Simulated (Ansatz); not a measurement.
Working through energies of removing a hydrogen of CH₃AsS, SMILES S=C[AsH2]

Program: the Python package of Ansatz (0.2.0).

Input file `ch3ass.xyz`:
```text
6

S    -0.55240   -1.67230    1.12910
C    -0.14290   -0.84860    0.00750
As    0.77990    0.82100    0.30850
H    -0.24040   -1.17760   -1.00910
H     0.70130    1.23070   -1.19780
H    -0.50350    1.58280    0.71560
```

Notebook, run cell by cell (the value of a cell's last expression is shown):

In [1]:
```python
from dataclasses import dataclass

import ansatz as az
```

In [2]:
```python
@dataclass
class RunConfig:
    basis: str = 'def2-SVPD'
    functional: str = 'PBE0'
```

In [3]:
```python
settings = RunConfig()
```

In [4]:
```python
def single_point(molecule, charge=0, unpaired=0):
    calc = molecule.calculation().basis(gaussian=settings.basis).functional(settings.functional)
    if charge:
        calc = calc.charge(charge)
    if unpaired:
        calc = calc.spin('collinear', total=unpaired)
    return calc.run(threads=1).report['free_energy_ev']
```

In [5]:
```python
def without(molecule, index):
    rest = az.Crystal.molecule()
    for i, site in enumerate(molecule.cartesian_sites):
        if i != index:
            rest = rest.atom(site.symbol, site.position_ang)
    return rest
```

In [6]:
```python
molecule = az.Crystal.molecule_from_extxyz('ch3ass.xyz')

whole = single_point(molecule, 0)
hydrogen = single_point(az.Crystal.molecule().atom('H', (0, 0, 0)), 0, 1)
print(f'E(molecule) = {whole:.5f} eV, E(H) = {hydrogen:.5f} eV')
for index in [3, 5]:
    radical = single_point(without(molecule, index), 0, 1)
    print(f'H{index}: homolysis {23.060548 * (radical + hydrogen - whole):.1f} kcal/mol')
```
```text
E(molecule) = -72736.48214 eV, E(H) = -13.61361 eV
H3: homolysis 85.4 kcal/mol
H5: homolysis 72.5 kcal/mol
```

These settings explore the input space; basis and method may be short of convergence. The geometry is a force-field or estimated start, not a minimum of this method, and the basis set is short of its limit. All parts are taken at fixed geometry, without zero-point energy. It ran for 38 s on 1 thread of Arm Neoverse N1, with other jobs on the host, peak memory 0.34 GiB.
